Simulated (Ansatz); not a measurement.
# SiTeH₃ radical: functionals against CCSD(T) at one geometry

The task here is to estimate one member of a computed series from the others.

Program: Ansatz 0.2.0, Gaussian basis. Level of theory: single points in def2-TZVPP. These are calculated values, not measurements.

Cores are frozen in the correlated methods. Filled d shells of the heavier atoms are correlated. Core potentials replace the inner electrons past krypton, and spin-orbit coupling is left out. Orbitals are unrestricted.

### The system as given

SMILES `[SiH2][TeH]`, 5 atoms, charge 0, spin multiplicity 2.

Atoms are counted from 1 here; the program's logs count them from 0.

Bond lengths: Si1–Te2 2.424 Å, Si1–H3 1.477 Å, Si1–H4 1.404 Å, Te2–H5 1.647 Å. Angles: Te2–Si1–H3 112.3°, Te2–Si1–H4 107.4°, H3–Si1–H4 104.7°, Si1–Te2–H5 90.3°.

As a file:

```xyz
5
H3SiTe
Si   -0.19460   -0.75630   -0.29140
Te    1.17710    1.11160    0.41800
H    -1.61360   -0.58230    0.08160
H     0.22670   -1.88420    0.43030
H     0.39720    2.09940   -0.64470
```

Set-up of the first run:

run/in.yaml

```yaml
crystal:
  periodic: [false, false, false]
  atoms:
    - {symbol: Si, position_ang: [-0.194600, -0.756300, -0.291400]}
    - {symbol: Te, position_ang: [1.177100, 1.111600, 0.418000]}
    - {symbol: H, position_ang: [-1.613600, -0.582300, 0.081600]}
    - {symbol: H, position_ang: [0.226700, -1.884200, 0.430300]}
    - {symbol: H, position_ang: [0.397200, 2.099400, -0.644700]}
basis:
  gaussian: {orbitals: def2-TZVPP}
magnetization: {spin_polarized: true, initial_magnetization: 1}
correlation: {method: ccsd_t}
scf: {omitted_lower_state_checks: [cluster_reference]}
output: {forces: true}
```

The command line of these runs was not kept.

Steps of the session up to this table: CCSD(T)/def2-TZVPP; PBE0-D4/def2-TZVPP; wB97M-V/def2-TZVPP; r2SCAN-D4/def2-TZVPP; PBE-D4/def2-TZVPP; CAM-B3LYP-D4/def2-TZVPP; BLYP-D4/def2-TZVPP.

One of the session's tables, all rows but one given; the rest of the session is left out.

```
      method  RMS force component (eV/Å)  angle to CCSD(T) forces (°)  dipole (D)
     CCSD(T)                       0.617                    reference        0.20
     PBE0-D4                       0.640                          7.3        0.20
     wB97M-V                       0.584                          3.6        0.26
   r2SCAN-D4                       0.635                          6.8        0.22
      PBE-D4                       0.723                         15.1        0.31
CAM-B3LYP-D4                           ?                            ?           ?
     BLYP-D4                       0.726                         17.7        0.32
```

**Question.** Estimate the row for CAM-B3LYP-D4.

The run gave: RMS force component (eV/Å): 0.591; angle to CCSD(T) forces (°): 2.7; dipole (D): 0.20. In the column «RMS force component (eV/Å)» it lies between wB97M-V (0.584) and CCSD(T) (0.617).
